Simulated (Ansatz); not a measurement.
# Al3W: properties of a relaxed candidate

This session takes a relaxed cell of Al3W and sets out to compute bands, density of states and charges.

Computed with Ansatz 0.2.0 (DFT PBE, scalar-relativistic, plane waves, PAW, unless a step's input says otherwise).

1 further run of the same task is left out (it didn't finish). Runs told in other sessions of the task aren't counted.

### 1 Starting point

The structure is tetragonal, space group P4/mmm (No. 123). The conventional cell has a = 3.410 Å, b = 3.410 Å, c = 5.421 Å, α = 90.00°, β = 90.00°, γ = 90.00°. Al (site symmetry 4mm) has 6 Al at 2.60 to 2.82 Å and 4 W at 2.74 Å in its first shell of neighbours. Al (site symmetry 4/mmm) has 2 W at 2.71 Å and 8 Al at 2.79 Å in its first shell of neighbours. W (site symmetry 4/mmm) has 10 Al at 2.71 to 2.74 Å in its first shell of neighbours.

Coordinates:

```
Al W
1.0
     3.40983    0.00000    0.00000
     0.00000    3.40983    0.00000
     0.00000    0.00000    5.42087
Al W
3 1
Direct
  0.50000 0.50000 0.24002
  0.50000 0.50000 0.75998
  0.00000 0.00000 0.50000
  0.00000 0.00000 0.00000
```

The cell was relaxed beforehand at this level, from a database cell with other species swapped in; it needn't be the stable form of this composition. At a tolerance of 0.05 Å it has space group P4/mmm (No. 123); it has 15.76 Å³/atom, an uncorrected energy of -0.04 eV/atom over the elements.

### 2 Static run: bands, density of states and charges

File input.yaml:

```yaml
crystal:
  lattice:
    - [3.4098302102, 0.0, 0.0]
    - [0.0, 3.4098302102, 0.0]
    - [0.0, 0.0, 5.4208696111]
  atoms:
    - { symbol: Al, position: [0.5, 0.5, 0.2400196447] }
    - { symbol: Al, position: [0.5, 0.5, 0.7599803553] }
    - { symbol: Al, position: [0.0, 0.0, 0.5] }
    - { symbol: W, position: [0.0, 0.0, 0.0] }
basis:
  ecutwfc: 420
kpoints:
  mp_grid: { grid: [14, 14, 10] }
  band_path:
    path:
      - [[0.0, 0.0, 0.0], [0.0, 0.5, 0.0], [0.5, 0.5, 0.0], [0.0, 0.0, 0.0], [0.0, 0.0, 0.5], [0.0, 0.5, 0.5], [0.5, 0.5, 0.5], [0.0, 0.0, 0.5]]
      - [[0.0, 0.5, 0.0], [0.0, 0.5, 0.5]]
      - [[0.5, 0.5, 0.0], [0.5, 0.5, 0.5]]
    npoints: 14
hamiltonian:
  xc: pbe
scf:
  occupations: { method: gaussian, width: 0.1 }
  n_extra_bands: 10
output:
  forces: true
  stress: true
  eigenvalues: true
  populations: true
  dos: { projected: true, de: 0.02, nscf_kmesh: { grid: [17, 17, 12] } }
  bader: true
```

Command:

```
ansatz run input.yaml --threads 1 --pin off --max-ram 2560MiB --backend cpu --events-out ev --progress --plain --runs-dir out
```

Before running it: what results should come out? Wanted: gap; states at the Fermi level; Bader charges.

As calculated:

```
                 quantity                         value
                      gap                  none (metal)
states at the Fermi level          2.35 per eV per cell
            Bader charges  Al +0.59 to +0.84, W -2.27 e
```

What this shows: Bands cross the Fermi level: a metal at this level of theory. Of the projected weight within 0.25 eV of the Fermi level, the largest part is W 5d (69 %) and Al 3p (26 %). Bader charges reach 2.3 e, so charge transfer in this metal is strong. These runs have no spin-orbit coupling; with W it would split and shift bands.
